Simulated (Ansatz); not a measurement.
# B6Cl: the cost of one run

Program: Ansatz 0.2.0. Level of theory: DFT PBE, scalar-relativistic, plane waves, PAW. These are calculated values, not measurements.

## (1) The system as given

Symmetry: Pm-3m, No. 221, cubic system. Conventional cell: a = 4.246 Å, b = 4.246 Å, c = 4.246 Å, α = 90.00°, β = 90.00°, γ = 90.00°. B (site symmetry 4mm) is surrounded by 5 B at 1.76 Å. Around Cl (site symmetry m-3m) lie 24 B at 3.13 Å.

Structure file:

```xyz
7
Lattice="4.2459 0.0000 0.0000 0.0000 4.2459 0.0000 0.0000 0.0000 4.2459" Properties=species:S:1:pos:R:3 pbc="T T T"
B     0.8789    2.1229    2.1229
B     2.1229    0.8789    2.1229
B     3.3670    2.1229    2.1229
B     2.1229    3.3670    2.1229
B     2.1229    2.1229    0.8789
B     2.1229    2.1229    3.3670
Cl    0.0000    0.0000    0.0000
```

Recipe of the guess: species swapped into a database cell of YbB6 (Pm-3m, No. 221), with Cl on the Yb sites. Lengths come from tabulated atomic sizes and are only a guess.

## (2) Probe: one point on a coarse mesh

input.yaml

```yaml
crystal:
  lattice:
    - [4.24587423, 0.0, 0.0]
    - [0.0, 4.24587423, 0.0]
    - [0.0, 0.0, 4.24587423]
  atoms:
    - { symbol: B, position: [0.207, 0.5, 0.5] }
    - { symbol: B, position: [0.5, 0.207, 0.5] }
    - { symbol: B, position: [0.793, 0.5, 0.5] }
    - { symbol: B, position: [0.5, 0.793, 0.5] }
    - { symbol: B, position: [0.5, 0.5, 0.207] }
    - { symbol: B, position: [0.5, 0.5, 0.793] }
    - { symbol: Cl, position: [0.0, 0.0, 0.0] }
basis:
  ecutwfc: 420
kpoints:
  mp_grid: { grid: [4, 4, 4] }
hamiltonian:
  xc: pbe
scf:
  occupations: { method: gaussian, width: 0.1 }
  lower_state_search: "off"
output:
  forces: true
  stress: true
  eigenvalues: true
```

Started as:

```console
> ansatz run input.yaml --threads 1 --pin off --max-ram 2048MiB --backend cpu --events-out ev --progress --plain --runs-dir out
```

Q: Estimate wall time and peak memory on 1 thread of Arm Neoverse V1, shared host.

About 1.2 s, with a peak of 0.29 GiB.
